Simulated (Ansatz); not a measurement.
**MoS2: a single-point run**

Aim: a sound single-point run of MoS2. The structure is shown as the input types it. The cell is built on a prototype (CdCl2 type) and needn't be the phase found in nature.

Method: density functional or hybrid calculation with the settings of its input, plane waves (as first typed), in Ansatz 0.2.0.

5 further runs of the same task are left out: 2 for a known fault of the program, 3 that didn't finish.

### 1 Starting point

Symmetry: R-3m, No. 166, trigonal system. The conventional cell has a = 3.193 Å, b = 3.193 Å, c = 18.232 Å, α = 90.00°, β = 90.00°, γ = 120.00°. Mo (site symmetry -3m) has 6 S at 2.42 Å as nearest neighbours. S (site symmetry 3m) has 3 Mo at 2.42 Å as nearest neighbours.

Coordinates:

```
CELL_PARAMETERS angstrom
1.59653 0.92176 6.07723
-1.59653 0.92176 6.07723
0.00000 -1.84351 6.07723
ATOMIC_POSITIONS crystal
Mo 0.00000 0.00000 0.00000
S 0.24743 0.24743 0.24743
S 0.75257 0.75257 0.75257
```

### 2 Running it

The input, input.yaml:

```yaml
crystal:
  lattice:
    - [1.5965300489, 0.9217570535, 6.0772313985]
    - [-1.5965300489, 0.9217570535, 6.0772313985]
    - [0.0, -1.843514107, 6.0772313985]
  atoms:
    - { symbol: Mo, position: [0.0, 0.0, 0.0] }
    - { symbol: S, position: [0.2474267338, 0.2474267338, 0.2474267338] }
    - { symbol: S, position: [0.7525732662, 0.7525732662, 0.7525732662] }
kpoints:
  mp_grid: { grid: [6, 6, 6] }
hamiltonian:
  xc: pbesol
scf:
  occupations: { method: cold, width: 1.5 }
  n_extra_bands: 4
output:
  forces: true
  stress: true
  eigenvalues: true
```

Command:

```
$ ansatz run input.yaml --threads 4 --pin off --max-ram 3686MiB --backend cpu --events-out ev --progress --plain --runs-dir out
```

**Question.** How will this run end, and is anything wrong with its input?

This run ends as converged. That alone doesn't make the input a sound one.

In the input, scf.occupations.method is cold; scf.occupations.width is 1.5. Occupations are smeared over electronvolts, wider than many features of the bands.

To check: set scf.occupations.method to fermi_dirac and scf.occupations.width to 0.02.
